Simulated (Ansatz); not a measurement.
# Si3B2O3: the cost of one run

Computed with Ansatz 0.2.0 (DFT PBE, scalar-relativistic, plane waves, PAW, unless a step's input says otherwise).

### 1 The starting structure

The structure is hexagonal, space group P-62m (No. 189). Conventional cell: a = 6.071 Å, b = 6.071 Å, c = 2.409 Å, α = 90.00°, β = 90.00°, γ = 120.00°. Si (site symmetry m2m) has 4 O at 2.01 Å as nearest neighbours. B (site symmetry -6) has 2 B at 2.41 Å and 3 O at 2.41 Å and 6 Si at 2.47 Å as nearest neighbours. O (site symmetry m2m) is surrounded by 4 Si at 2.01 Å.

As a file:

```
Si B O
1.0
     6.07113    0.00000    0.00000
    -3.03557    5.25775    0.00000
     0.00000    0.00000    2.40893
Si B O
3 2 3
Direct
  0.29150 0.00000 0.50000
  0.70850 0.70850 0.50000
  0.00000 0.29150 0.50000
  0.33333 0.66667 0.00000
  0.66667 0.33333 0.00000
  0.77313 0.00000 0.00000
  0.22687 0.22687 0.00000
  0.00000 0.77313 0.00000
```

The cell was relaxed beforehand at this level, from an invented guess; it needn't be the stable form of this composition. At a tolerance of 0.05 Å it has space group P-62m (No. 189); it has 9.61 Å³/atom, an uncorrected energy of +0.23 eV/atom over the elements.

### 2 Electronic structure at the relaxed geometry

input.yaml reads:

```yaml
crystal:
  lattice:
    - [6.0711315196, 0.0, 0.0]
    - [-3.0355657598, 5.2577541257, 0.0]
    - [0.0, 0.0, 2.4089265382]
  atoms:
    - { symbol: Si, position: [0.2915031104, 0.0, 0.5] }
    - { symbol: Si, position: [0.7084968896, 0.7084968896, 0.5] }
    - { symbol: Si, position: [0.0, 0.2915031104, 0.5] }
    - { symbol: B, position: [0.3333333333, 0.6666666667, 0.0] }
    - { symbol: B, position: [0.6666666667, 0.3333333333, 0.0] }
    - { symbol: O, position: [0.7731318903, 0.0, 0.0] }
    - { symbol: O, position: [0.2268681097, 0.2268681097, 0.0] }
    - { symbol: O, position: [0.0, 0.7731318903, 0.0] }
basis:
  ecutwfc: 420
kpoints:
  mp_grid: { grid: [6, 6, 16] }
  band_path:
    path:
      - [[0.0, 0.0, 0.0], [0.5, 0.0, 0.0], [0.33333333, 0.33333333, 0.0], [0.0, 0.0, 0.0], [0.0, 0.0, 0.5], [0.5, 0.0, 0.5], [0.33333333, 0.33333333, 0.5], [0.0, 0.0, 0.5]]
      - [[0.5, 0.0, 0.5], [0.5, 0.0, 0.0]]
      - [[0.33333333, 0.33333333, 0.5], [0.33333333, 0.33333333, 0.0]]
    npoints: 14
hamiltonian:
  xc: pbe
scf:
  occupations: { method: gaussian, width: 0.1 }
  n_extra_bands: 20
output:
  forces: true
  stress: true
  eigenvalues: true
  populations: true
  dos: { projected: true, de: 0.02, nscf_kmesh: { grid: [8, 8, 20] } }
  bader: true
  write_density: true
  write_potential: true
  elf: true
  volumetric_format: npy
```

On the command line:

```sh
$ ansatz run input.yaml --threads 1 --pin off --max-ram 2048MiB --backend cpu --events-out ev --progress --plain --runs-dir out
```

Q: Estimate wall time and peak memory on 1 thread of Intel Xeon 6975P-C (Granite Rapids), shared host.

About 68 s, with a peak of 0.53 GiB.
